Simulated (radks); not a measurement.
# Nuclear size and the levels of Lu⁺

One table from this session's results is given with a row withheld; the runs are named, their logs left out.

The numbers are computed with radks (a radial shooting solver on a logarithmic mesh, Libxc functionals) version 1 (Dirac Kohn-Sham, BLYP, spin-unpolarised, spherical densities, finite nucleus), except any that are marked as measured or tabulated.

## The system

| Quantity | Value |
| --- | --- |
| element | lutetium (Z = 71) |
| charge | +1 |
| electrons | 70 |
| configuration | [Xe] 4f14 6s2 |
| nuclear rms radius | 5.37 fm |

The outer shells:

Lu⁺
```
[Xe] core
4f [↑↓][↑↓][↑↓][↑↓][↑↓][↑↓][↑↓]
6s [↑↓]
```

Set-up of the first run:

The run's settings:

```text
Z 71
configuration [Xe] 4f14 6s2 5d0 6p0
relativity Dirac
functional b88,lyp
spin unpolarised
j_filling energy
nucleus finite rms 5.37 fm
c 137.035999084
```

Among the steps run: rms radius 5.37 fm.

One table of the session follows, with a row left open; its other results are not shown here.

It belongs to the step «rms radius 5.37 fm». Radial moments (bohr):

```
level     <r>  outermost maximum (interpolated)  90 % within  nodes
5p3/2   1.421                              1.22         2.10      3
4f5/2       ?                                 ?            ?      ?
4f7/2  0.7294                             0.471         1.26      0
6s1/2   3.259                              2.85         4.74      5
5d3/2   2.325                              1.72         3.71      2
5d5/2   2.405                              1.78         3.84      2
6p1/2   4.053                              3.50         5.95      4
6p3/2   4.339                              3.77         6.35      4
```

**Question.** Estimate the row for 4f5/2.

**Answer.** <r>: 0.7139; outermost maximum (interpolated): 0.466; 90 % within: 1.23; nodes: 0. In the column «<r>» it is the lowest.
